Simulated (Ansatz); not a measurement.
What does this script print? It uses the Ansatz DFT code, driven from Python.

`ch4fsb_adiabatic.py`
```python
"""Vertical and adiabatic ionisation of CH4FSb."""

import itertools

import ansatz as az
from ase.data import atomic_numbers, covalent_radii
import numpy as np

geometry_ang = [
    ("C", [0.0372, 0.7585, -0.3025]),
    ("Sb", [0.307, -1.3351, -0.4324]),
    ("F", [1.1057, -1.3622, 1.3716]),
    ("H", [1.0319, 1.3409, -0.4365]),
    ("H", [-0.4506, 1.051, 0.6535]),
    ("H", [-0.7044, 1.133, -1.1231]),
    ("H", [-1.2656, -1.6541, 0.2238]),
]
system = az.Crystal.molecule()
for symbol, xyz in geometry_ang:
    system = system.atom(symbol, xyz)

model = (
    system.calculation()
    .basis(gaussian="def2-SVP")  # the orbital basis, by name
    .functional("pbe0")
)
symbols = [site.symbol for site in system.cartesian_sites]
start = np.array([site.position_ang for site in system.cartesian_sites], dtype=float)
report = model.relax(force_tolerance=0.01).run(threads=1, backend="cpu").report
end = np.array(report["positions_ang"])

minimum = az.Crystal.molecule()
for symbol, place in zip(symbols, end):
    minimum = minimum.atom(symbol, place.tolist())
ion = (
    minimum.calculation()
    .basis(gaussian="def2-SVP")  # the orbital basis, by name
    .functional("pbe0")
    .charge(1)
    .spin("collinear", total=1)
)
vertical = ion.run(threads=1, backend="cpu").report
settled = ion.relax(force_tolerance=0.01, max_steps=80).run(threads=1, backend="cpu").report
print(f"vertical ionisation energy   {vertical['free_energy_ev'] - report['free_energy_ev']:.3f} eV")
print(f"adiabatic, no zero point     {settled['free_energy_ev'] - report['free_energy_ev']:.3f} eV")
print(f"relaxation energy of the ion {vertical['free_energy_ev'] - settled['free_energy_ev']:.3f} eV")
ionised = np.array(settled["positions_ang"])
# pairs closer than 1.2 times the sum of covalent radii, before or after
radius = [covalent_radii[atomic_numbers[s]] for s in symbols]
span = lambda where, i, j: np.linalg.norm(where[i] - where[j])
bonded = [(i, j) for i, j in itertools.combinations(range(len(symbols)), 2) if min(span(end, i, j), span(ionised, i, j)) < 1.2 * (radius[i] + radius[j])]
print("pair        before    after (A)")
for i, j in bonded:
    print(f"{symbols[i]}{i}-{symbols[j]}{j}".ljust(10), f"{span(end, i, j):8.4f} {span(ionised, i, j):8.4f}")
for first, second in list(itertools.combinations(bonded, 2)):
    shared = set(first) & set(second)
    if shared and symbols[(j := shared.pop())] != "H":
        i, k = sorted((set(first) | set(second)) - {j})
        u, v = ionised[i] - ionised[j], ionised[k] - ionised[j]
        angle = np.degrees(np.arccos(np.clip(u @ v / np.linalg.norm(u) / np.linalg.norm(v), -1, 1)))
        print(f"final angle {symbols[i]}{i}-{symbols[j]}{j}-{symbols[k]}{k}: {angle:.2f} deg")
```

Running `python ch4fsb_adiabatic.py` prints:
```text
vertical ionisation energy   9.570 eV
adiabatic, no zero point     9.152 eV
relaxation energy of the ion 0.419 eV
pair        before    after (A)
C0-Sb1       2.1596   2.1387
C0-H3        1.0984   1.0983
C0-H4        1.0988   1.1030
C0-H5        1.1003   1.0998
Sb1-F2       1.9489   1.8961
Sb1-H6       1.7269   1.7059
final angle Sb1-C0-H3: 108.90 deg
final angle Sb1-C0-H4: 103.79 deg
final angle Sb1-C0-H5: 107.26 deg
final angle C0-Sb1-F2: 103.44 deg
final angle C0-Sb1-H6: 113.58 deg
final angle H3-C0-H4: 111.73 deg
final angle H3-C0-H5: 111.98 deg
final angle H4-C0-H5: 112.70 deg
final angle F2-Sb1-H6: 100.57 deg
```

The energies are electronic: no zero-point or thermal terms, and the basis set is short of its limit. The product may relax into another structure. The relaxation finds the nearest minimum, so the adiabatic value is an upper bound. def2 sets replace the cores of elements past krypton by effective core potentials. Run time: 63 s on 1 thread of Arm Neoverse V2, with other jobs on the host, peak memory 0.27 GiB.
